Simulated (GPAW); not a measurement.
Input of a GPAW 26.7.0 run:

Contents of run.py:

```python
from ase.dft.bandgap import bandgap
from ase.io import read, write
from ase.units import GPa
from gpaw import GPAW, PW, setup_paths

setup_paths.insert(0, '.')

atoms = read('CoO.xyz')
atoms.set_initial_magnetic_moments([0.49, 0.0])

calc = GPAW(mode=PW(800),
            xc='PBEsol',
            kpts={'size': (8, 8, 8), 'gamma': True},
            occupations={'name': 'methfessel-paxton', 'order': 0, 'width': 0.05},
            nbands=17,
            convergence={'density': 1e-05, 'energy': 1e-05},
            maxiter=150,
            txt='gpaw.txt')
atoms.calc = calc
energy = atoms.get_potential_energy()
forces = atoms.get_forces()
stress = atoms.get_stress()
calc.write('gs.gpw')
write('result.traj', atoms)
print(f'Energy: {energy:.6f} eV')
print('Forces (eV/A):')
print(forces.round(4))
print('Stress (GPa):', (stress / GPa).round(3))
print('Moments:', calc.get_magnetic_moments().round(3))
print('Fermi level:', round(calc.get_fermi_level(), 4), 'eV')
print(f'Gap: {bandgap(calc)[0]:.4f} eV, direct: {bandgap(calc, direct=True)[0]:.4f} eV')
```

Contents of CoO.xyz:

```xyz
2
Lattice="0.0000000000 2.1315016600 2.1315016600 2.1315016600 0.0000000000 2.1315016600 2.1315016600 2.1315016600 0.0000000000" Properties=species:S:1:pos:R:3 pbc="T T T"
Co     0.0000000000      0.0000000000      0.0000000000
O      2.1315016600      2.1315016600      2.1315016600
```

Potentials or basis: PAW data sets generated in the run's folder for this functional, pw.

Launch:

```bash
$ gpaw-setup -f PBEsol Co O
$ OMP_NUM_THREADS=1 python run.py
```

Q: What does it give for the net moment?

A: 2.95 μB per cell.

Q: Predict the pressure.

A: -10.3 GPa.

Q: Predict the band gap on the k mesh.

A: None (metal or under the smearing width).

Q: What does it give for the site moments?

A: Co +2.53; O +0.25 μB.

Caveat: a cell with one magnetic atom can't hold antiferromagnetic order, which such compounds often take; semilocal functionals often make such compounds metallic where correlation or magnetic order opens a gap, which also shifts bond lengths. With open d or f shells a metallic result of PBEsol can be an artefact of self-interaction; +U or a hybrid may open a gap.
